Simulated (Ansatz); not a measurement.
# Mn3Cu: the cost of one run

Computed with Ansatz 0.2.0 (DFT PBE, scalar-relativistic, plane waves, PAW, unless a step's input says otherwise).

### Step 1. The starting structure

Symmetry: P-6m2, No. 187, hexagonal system. Conventional cell: a = 2.658 Å, b = 2.658 Å, c = 8.423 Å, α = 90.00°, β = 90.00°, γ = 120.00°. Around Mn (site symmetry -6m2) lie 12 Mn at 2.61 to 2.66 Å. Mn (site symmetry 3m) is surrounded by 9 Mn at 2.61 to 2.66 Å and 3 Cu at 2.61 Å. Around Cu (site symmetry -6m2) lie 6 Mn at 2.61 Å and 6 Cu at 2.66 Å.

As a file:

```xyz
4
Lattice="2.6577 0.0000 0.0000 -1.3288 2.3016 0.0000 0.0000 0.0000 8.4225" Properties=species:S:1:pos:R:3 pbc="T T T"
Mn    0.0000    1.5344    4.2113
Mn    1.3288    0.7672    2.1056
Mn    1.3288    0.7672    6.3169
Cu    0.0000    1.5344    0.0000
```

The start is an ordering of an alloy on its end members' structure types: elements ordered on the sites of the Lu type, Cu/Mn on Lu (P-6m2, No. 187).

### Step 2. The guess as it stands, on a coarse mesh

input.yaml reads:

```yaml
crystal:
  lattice:
    - [2.65767449, 0.0, 0.0]
    - [-1.32883724, 2.30161362, 0.0]
    - [0.0, 0.0, 8.42253168]
  atoms:
    - { symbol: Mn, position: [0.33333333, 0.66666667, 0.5], spin: 4.0 }
    - { symbol: Mn, position: [0.66666667, 0.33333333, 0.25], spin: -4.0 }
    - { symbol: Mn, position: [0.66666667, 0.33333333, 0.75], spin: 4.0 }
    - { symbol: Cu, position: [0.33333333, 0.66666667, 0.0] }
basis:
  ecutwfc: 420
kpoints:
  mp_grid: { grid: [6, 6, 2] }
hamiltonian:
  xc: pbe
scf:
  occupations: { method: gaussian, width: 0.1 }
  lower_state_search: "off"
output:
  forces: true
  stress: true
  eigenvalues: true
  populations: true
magnetization:
  spin_polarized: true
```

Run with:

```console
> ansatz run input.yaml --threads 1 --pin off --max-ram 2560MiB --backend cpu --events-out ev --progress --plain --runs-dir out
```

**Question.** How long does this run take on 1 thread of Intel Xeon at 2.70GHz, shared host, and how much memory does it need?

About 17 s, with a peak of 0.37 GiB.
